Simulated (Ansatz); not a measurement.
# C5H11NO: small, medium and large basis sets

Aim: see how fast density functionals converge with the basis set for C5H11NO.

Computed with Ansatz 0.2.0, Gaussian basis. Level: one geometry, several basis sets.

The runs, in order: PBE0-D4/def2-SVP; ωB97M-V/def2-SVP; PBE0-D4/def2-QZVPP; ωB97M-V/def2-QZVPP; the functionals' def2-TZVPP values are taken from earlier runs.

## Step 1: Structure used throughout

All runs share one geometry, relaxed beforehand with PBE0-D4 in a triple-zeta def2 set.

SMILES `CCC(=O)N(C)C`, 18 atoms, charge 0, spin multiplicity 1.

Atoms are counted from 1 here; the program's logs count them from 0.

Bond lengths: C1–C2 1.525 Å, C1–H8 1.092 Å, C1–H9 1.093 Å, C1–H10 1.092 Å, C2–C3 1.515 Å, C2–H11 1.093 Å, C2–H12 1.090 Å, C3–O4 1.219 Å, C3–N5 1.364 Å, N5–C6 1.442 Å, N5–C7 1.438 Å, C6–H13 1.096 Å, C6–H14 1.087 Å, C6–H15 1.095 Å, C7–H16 1.096 Å, C7–H17 1.097 Å, C7–H18 1.086 Å. Angles: C2–C1–H8 110.2°, C2–C1–H9 112.0°, C2–C1–H10 110.8°, H8–C1–H9 107.8°, H8–C1–H10 108.0°, H9–C1–H10 107.8°, C1–C2–C3 111.6°, C1–C2–H11 110.8°, C1–C2–H12 109.7°, C3–C2–H11 112.1°, C3–C2–H12 105.0°, H11–C2–H12 107.3°, C2–C3–O4 119.9°, C2–C3–N5 118.3°, O4–C3–N5 121.7°, C3–N5–C6 119.1°, C3–N5–C7 125.7°, C6–N5–C7 115.1° and more.

## Step 2: PBE0-D4 in def2-SVP

in.yaml reads:

```yaml
crystal:
  periodic: [false, false, false]
  atoms:
    - {symbol: C, position_ang: [2.072379, -0.953178, 0.097485]}
    - {symbol: C, position_ang: [0.678171, -1.471614, -0.238119]}
    - {symbol: C, position_ang: [-0.169670, -0.405699, -0.901404]}
    - {symbol: O, position_ang: [-0.244528, -0.357747, -2.117193]}
    - {symbol: N, position_ang: [-0.806600, 0.501769, -0.107358]}
    - {symbol: C, position_ang: [-1.581890, 1.550074, -0.723082]}
    - {symbol: C, position_ang: [-0.731798, 0.560491, 1.327464]}
    - {symbol: H, position_ang: [2.553874, -0.557096, -0.798683]}
    - {symbol: H, position_ang: [2.044372, -0.153985, 0.842053]}
    - {symbol: H, position_ang: [2.699197, -1.755503, 0.491718]}
    - {symbol: H, position_ang: [0.195091, -1.889204, 0.648446]}
    - {symbol: H, position_ang: [0.751316, -2.272452, -0.973957]}
    - {symbol: H, position_ang: [-1.152837, 2.532739, -0.497487]}
    - {symbol: H, position_ang: [-1.581995, 1.396004, -1.799067]}
    - {symbol: H, position_ang: [-2.610898, 1.532404, -0.349125]}
    - {symbol: H, position_ang: [-1.734465, 0.505643, 1.766442]}
    - {symbol: H, position_ang: [-0.277446, 1.503932, 1.653104]}
    - {symbol: H, position_ang: [-0.139771, -0.255281, 1.730564]}
basis:
  gaussian: {orbitals: def2-SVP}
hamiltonian: {xc: pbe0, dispersion: d4}
output: {orbitals: {seedname: orbitals}}
```

The run is started by

```console
> ansatz run in.yaml --threads 2 --pin off --events-out ev --progress --plain --max-ram 32768MiB --backend cpu
```

The runs that follow: ωB97M-V in def2-SVP; PBE0-D4 in def2-QZVPP; ωB97M-V in def2-QZVPP.

Before running them: what should the planned runs give, taken together? Wanted: PBE0-D4: double and triple zeta above quadruple; ωB97M-V: double and triple zeta above quadruple.

As calculated:

| quantity | value |
| --- | --- |
| PBE0-D4: double and triple zeta above quadruple | 10.32, 0.49 eV |
| ωB97M-V: double and triple zeta above quadruple | 10.79, 0.48 eV |

PBE0-D4 gains 9.83 eV from double to triple zeta, then 0.49 eV more. These are total energies; as a rule much of such shifts cancels in differences, which this series doesn't test. The LUMO of ωB97M-V is positive and keeps falling with the basis (2.96 to 1.54 eV): an unbound level that the basis holds in place.
